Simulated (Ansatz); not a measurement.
# W2C5F: the cost of one run

Method: DFT PBE, scalar-relativistic, plane waves, PAW, in Ansatz 0.2.0.

1 further run of the same task is left out (set aside as unsound or not needed).

### Step 1. The system as given

The structure is tetragonal, space group P4/mmm (No. 123). The conventional cell has a = 3.598 Å, b = 3.598 Å, c = 7.889 Å, α = 90.00°, β = 90.00°, γ = 90.00°. W (site symmetry 4/mmm) has 12 C at 2.54 to 2.74 Å as nearest neighbours. W (site symmetry 4/mmm) has 4 F at 2.54 Å and 8 C at 2.60 Å as nearest neighbours. C (site symmetry 2mm) has 6 C at 2.54 to 2.74 Å and 4 W at 2.60 to 2.74 Å and 2 F at 2.60 Å as nearest neighbours. C (site symmetry 4/mmm) has 4 W at 2.54 Å as nearest neighbours. F (site symmetry 4/mmm) is surrounded by 4 W at 2.54 Å and 8 C at 2.60 Å.

As a file:

```
W C F
1.0
     3.59791    0.00000    0.00000
     0.00000    3.59791    0.00000
     0.00000    0.00000    7.88851
W C F
2 5 1
Direct
  0.00000 0.00000 0.00000
  0.50000 0.50000 0.50000
  0.00000 0.50000 0.26231
  0.50000 0.00000 0.73769
  0.50000 0.00000 0.26231
  0.00000 0.50000 0.73769
  0.50000 0.50000 0.00000
  0.00000 0.00000 0.50000
```

A structure generator made this guess: species swapped into a database cell of Al5CuMo2 (P4/mmm, No. 123), with C on the Al sites, F on the Cu sites and W on the Mo sites. Its size is a rough estimate.

### Step 2. The guess as it stands, on a coarse mesh

Input file input.yaml:

```yaml
crystal:
  lattice:
    - [3.59791273, 0.0, 0.0]
    - [0.0, 3.59791273, 0.0]
    - [0.0, 0.0, 7.88851214]
  atoms:
    - { symbol: W, position: [0.0, 0.0, 0.0] }
    - { symbol: W, position: [0.5, 0.5, 0.5] }
    - { symbol: C, position: [0.0, 0.5, 0.26230901] }
    - { symbol: C, position: [0.5, 0.0, 0.73769099] }
    - { symbol: C, position: [0.5, 0.0, 0.26230901] }
    - { symbol: C, position: [0.0, 0.5, 0.73769099] }
    - { symbol: C, position: [0.5, 0.5, 0.0] }
    - { symbol: F, position: [0.0, 0.0, 0.5] }
basis:
  ecutwfc: 420
kpoints:
  mp_grid: { grid: [6, 6, 2] }
hamiltonian:
  xc: pbe
scf:
  occupations: { method: gaussian, width: 0.1 }
  lower_state_search: "off"
output:
  forces: true
  stress: true
  eigenvalues: true
```

On the command line:

```bash
$ ansatz run input.yaml --threads 1 --pin off --max-ram 2560MiB --backend cpu --events-out ev --progress --plain --runs-dir out
```

What time and memory should one allow on 1 thread of Arm Neoverse V1, shared host?

About 4.8 s, with a peak of 0.36 GiB.
